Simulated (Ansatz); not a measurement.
# CsGdC: the cost of one run

Method: DFT PBE, scalar-relativistic, plane waves, PAW, in Ansatz 0.2.0.

1 further run of the same task is left out (it didn't finish).

### Step 1. The starting structure

The structure is hexagonal, space group P-6m2 (No. 187). Conventional cell: a = 4.916 Å, b = 4.916 Å, c = 5.420 Å, α = 90.00°, β = 90.00°, γ = 120.00°. Cs (site symmetry -6m2) has 6 Gd at 3.92 Å and 6 C at 3.92 Å as nearest neighbours. Around Gd (site symmetry -6m2) lie 3 C at 2.84 Å. C (site symmetry -6m2) is surrounded by 3 Gd at 2.84 Å and 6 Cs at 3.92 Å.

Structure file:

```cif
data_structure
_symmetry_space_group_name_H-M 'P-6m2'
_symmetry_Int_Tables_number 187
_cell_length_a 4.9163
_cell_length_b 4.9163
_cell_length_c 5.4197
_cell_angle_alpha 90.000
_cell_angle_beta 90.000
_cell_angle_gamma 120.000
_cell_volume 113.45
loop_
_atom_site_label
_atom_site_type_symbol
_atom_site_symmetry_multiplicity
_atom_site_Wyckoff_symbol
_atom_site_fract_x
_atom_site_fract_y
_atom_site_fract_z
_atom_site_occupancy
Cs1 Cs 1 e 0.66667 0.33333 0.00000 1
Gd1 Gd 1 b 0.00000 0.00000 0.50000 1
C1 C 1 d 0.33333 0.66667 0.50000 1
```

The cell is invented: species swapped into a database cell of BaAlSn (P-6m2, No. 187), with Cs on the Ba sites, Gd on the Al sites and C on the Sn sites. Its size is a rough estimate.

### Step 2. A first look at the guess

input.yaml

```yaml
crystal:
  lattice:
    - [4.9162987, 0.0, 0.0]
    - [-2.45814935, 4.25763957, 0.0]
    - [0.0, 0.0, 5.41974644]
  atoms:
    - { symbol: Cs, position: [0.66666667, 0.33333333, 0.0] }
    - { symbol: Gd, position: [0.0, 0.0, 0.5], spin: 7.0 }
    - { symbol: C, position: [0.33333333, 0.66666667, 0.5] }
basis:
  ecutwfc: 420
kpoints:
  mp_grid: { grid: [6, 6, 4] }
hamiltonian:
  xc: pbe
scf:
  occupations: { method: gaussian, width: 0.1 }
  lower_state_search: "off"
output:
  forces: true
  stress: true
  eigenvalues: true
  populations: true
magnetization:
  spin_polarized: true
```

Started as:

```console
$ ansatz run input.yaml --threads 1 --pin off --max-ram 2560MiB --backend cpu --events-out ev --progress --plain --runs-dir out
```

**Question.** How long does this run take on 1 thread of Arm Neoverse V2, shared host, and how much memory does it need?

About 23 s, with a peak of 0.4 GiB.
